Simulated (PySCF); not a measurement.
# C4H7ClSi: the cost of one run

Computed with PySCF 2.14.0, with density-fitted response routines of our own, on a single molecule in the gas phase. Atoms count from 0, in the outputs and in this text.

### 1 The molecule as given

13 atoms, charge 0, multiplicity 1; geometry from: PBE0-D3(BJ)/def2-SVP.

Bonds of the start (Å): C0–C1 1.21, C1–C2 1.45, C2–Si3 1.92, C2–C4 1.53, C4–Cl5 1.79, C0–H6 1.07, C2–H7 1.11, Si3–H8 1.49, Si3–H9 1.49, Si3–H10 1.49, C4–H11 1.10, C4–H12 1.10.

### 2 Shielding tensors: PBE0/6-31G*

What the job is given:

```
{"job": {"kind": "nmr", "xc": "PBE0", "basis": "6-31G*", "pop": true}, "charge": 0, "multiplicity": 1}
C      1.548720    -1.181623    -1.241384
C      0.549212    -1.767359    -0.884670
C     -0.668196    -2.464221    -0.504211
Si    -2.171030    -1.288062    -0.733088
C     -0.798123    -3.761777    -1.302089
Cl    -2.305409    -4.630866    -0.895968
H      2.436678    -0.660921    -1.548383
H     -0.626697    -2.713597     0.571609
H     -1.767166     0.066419    -0.257454
H     -3.345482    -1.755750     0.055701
H     -2.509567    -1.235939    -2.186340
H      0.038333    -4.442470    -1.092030
H     -0.819576    -3.555926    -2.381144
```

Method: GIAO PBE0/6-31G* NMR shielding, non-relativistic, gas phase.

The run is started by

```console
> OMP_NUM_THREADS=1 python probes_run.py task.json out
```

One launch serves the whole session: the jobs run in the order shown.

Q: Estimate the wall time and peak memory of this first job on 1 thread of Arm Neoverse V1, shared host.

About 9.6 s, with a peak of 0.6 GiB.
